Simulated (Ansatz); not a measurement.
Working through a single point from an input typed as a dict of Ta3Cu, space group I4/mmm

With the Ansatz DFT code, driven from Python.

The cells in order, each with its output:

In [1]:
```python
import warnings

import ansatz as az
import numpy as np
import pandas as pd

warnings.simplefilter('ignore', az.DeckWarning)
```

In [2]:
```python
deck = {
    'crystal': {
        'lattice': [
            [-2.006507, 2.006507, 4.20817],
            [2.006507, -2.006507, 4.20817],
            [2.006507, 2.006507, -4.20817],
        ],
        'atoms': [
            {'symbol': 'Ta', 'position': [0.75, 0.25, 0.5]},
            {'symbol': 'Ta', 'position': [0.25, 0.75, 0.5]},
            {'symbol': 'Ta', 'position': [0.5, 0.5, 0.0]},
            {'symbol': 'Cu', 'position': [0.0, 0.0, 0.0]},
        ],
    },
    'kpoints': {'mp_grid': {'grid': [8, 8, 8]}},
    'hamiltonian': {'xc': 'pbesol'},
    'scf': {'occupations': {'method': 'gaussian', 'width': 0.1}},
    'output': {'forces': True, 'stress': True},
}
```

In [3]:
```python
done = az.Session.from_dict(deck).plan().execute()
data = done.report

{key: value for key, value in data.items() if isinstance(value, (int, float)) and 'ev' in key}
```
Out [3]:
```text
{'n_hpsi_unsolved_levels': 1182,
 'gap_by_band_count_ev': -1.0607694898807054,
 'fermi_energy_ev': 17.90836095281551,
 'harris_foulkes_ev': -36007.56761033073,
 'scf_correction_max_component_ev_ang': 3.1554436208840472e-30,
 'free_energy_ev': -36007.56761026563,
 'internal_energy_ev': -36007.548646426956,
 'lagrangian_ev': -36007.56761026563,
 'energy_sigma0_ev': -36007.558128346296,
 'lagrangian_sigma0_ev': -36007.558128346296,
 'lagrangian_above_aufbau_ev': -0.009541347123771155,
 'entropy_ts_ev': 0.018963838671862424}
```

In [4]:
```python
data['converged'], data['free_energy_ev']
```
Out [4]:
```text
(True, -36007.56761026563)
```

In [5]:
```python
n_atoms = len(data['lattice']['sites'])
print('F =', round(data['free_energy_ev'], 4), 'eV for', n_atoms, 'atoms')
print('E(sigma -> 0) =', round(data['energy_sigma0_ev'], 4), 'eV, TS =', round(data['entropy_ts_ev'], 5), 'eV')
print('closed by', data['closed_by'], 'after', data['n_iterations'], 'iterations')
```
```text
F = -36007.5676 eV for 4 atoms
E(sigma -> 0) = -36007.5581 eV, TS = 0.01896 eV
closed by deck_thresholds after 7 iterations
```

In [6]:
```python
# forces in eV per angstrom
table = pd.DataFrame(data['forces_ev_ang'], columns=['fx', 'fy', 'fz'])
table.insert(0, 'atom', [site['symbol'] for site in data['lattice']['sites']])
table.round(4)
```
Out [6]:
```text
  atom   fx   fy   fz
0   Ta  0.0 -0.0  0.0
1   Ta -0.0  0.0  0.0
2   Ta  0.0  0.0  0.0
3   Cu  0.0  0.0  0.0
```

In [7]:
```python
# pressure is a third of the trace
sigma = data['stress_gpa']
voigt = [sigma[0][0], sigma[1][1], sigma[2][2], sigma[1][2], sigma[0][2], sigma[0][1]]
print('stress xx yy zz yz xz xy (GPa):', ' '.join(f'{s:.3f}' for s in voigt))
print('P =', round(10 * float(np.mean(voigt[:3])), 2), 'kbar')
```
```text
stress xx yy zz yz xz xy (GPa): -6.314 -6.314 -6.425 -0.000 -0.000 0.000
P = -63.51 kbar
```

In [8]:
```python
print('doubts on the final state:', data['published_state_doubts'] or 'none')
print('warnings:', sorted({n['data']['kind'] for n in done.notices if n['data'].get('severity') in ('warning', 'doubt')}) or 'none')
```
```text
doubts on the final state: none
warnings: none
```

Absolute energies stand on the zero of these potentials, so only differences at equal settings mean something. A total without «per atom» is that of the cell as typed. For a metal this k-point mesh is coarse: on a finer one energies can move by several to tens of meV an atom and pressures by half a GPa or more, differences at one mesh by less. The zero of the levels is a convention of the potentials, so an absolute Fermi energy is no work function. A gap by band count of zero or less means overlapping bands, a metal. At these settings the cell as given stands under about -6 GPa, so it isn't at this functional's equilibrium volume. This cell is a computed structure, which may not be the phase found in nature. Levels are Kohn-Sham eigenvalues on this mesh, without spin-orbit coupling. Run time: 11 s on 1 thread of Intel(R) Xeon(R) Platinum 8488C (Sapphire Rapids), on a shared host, peak memory 0.53 GiB.

(Lines on the test bed's own set-up are left out of the output.)
